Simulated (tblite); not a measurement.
# C4H10SSi3: the cost of one run

The runs use tblite 0.8.0 and PySCF 2.14.0, with density-fitted response routines of our own; the level of theory stands in each step. All values are computed, except where a source is named. Atoms count from 0, in the outputs and in this text.

## 1. The starting structure

18 atoms, charge 0, multiplicity 1; geometry from: force field or distance geometry start.

Bonds of the start (Å): C0–C1 1.22, C1–Si2 1.82, Si2–C3 1.86, C3–Si4 1.86, Si4–C5 1.87, C5–S6 1.81, S6–Si7 2.15, Si7–C3 1.89, C0–H8 1.06, Si2–H9 1.47, Si2–H10 1.46, C3–H11 1.08, Si4–H12 1.46, Si4–H13 1.47, C5–H14 1.12, C5–H15 1.11, Si7–H16 1.47, Si7–H17 1.44.

## 2. Relaxing the molecule with GFN2-xTB

The job: settings as JSON, then the geometry in Å.

```
{"job": {"kind": "relax", "xc": "GFN2-xTB", "basis": "xTB"}, "charge": 0, "multiplicity": 1}
C      3.165300     0.083800     1.676200
C      2.504000    -0.386600     0.767300
Si     1.542600    -1.100600    -0.603400
C     -0.009100    -0.106200    -0.842100
Si    -1.547300    -0.865600    -0.118500
C     -2.738900     0.558100    -0.380000
S     -1.903000     2.003400     0.330400
Si     0.151700     1.376300     0.324900
H      3.739600     0.511200     2.464300
H      2.349700    -0.893500    -1.812900
H      1.322900    -2.521300    -0.363800
H     -0.233300     0.194600    -1.855300
H     -1.488300    -1.121300     1.319500
H     -1.995400    -2.049600    -0.865200
H     -2.789300     0.738800    -1.482100
H     -3.725400     0.366000     0.079600
H      0.588300     0.910500     1.652000
H      1.057100     2.308200    -0.302400
```

Command:

```sh
OMP_NUM_THREADS=1 python probes_run.py task.json out
```

The driver reads the jobs from task.json and runs them one after another.

Q: Estimate the wall time and peak memory of this first job on 1 thread of Arm Neoverse N1, shared host.

About 3.4 s, with a peak of 0.18 GiB.
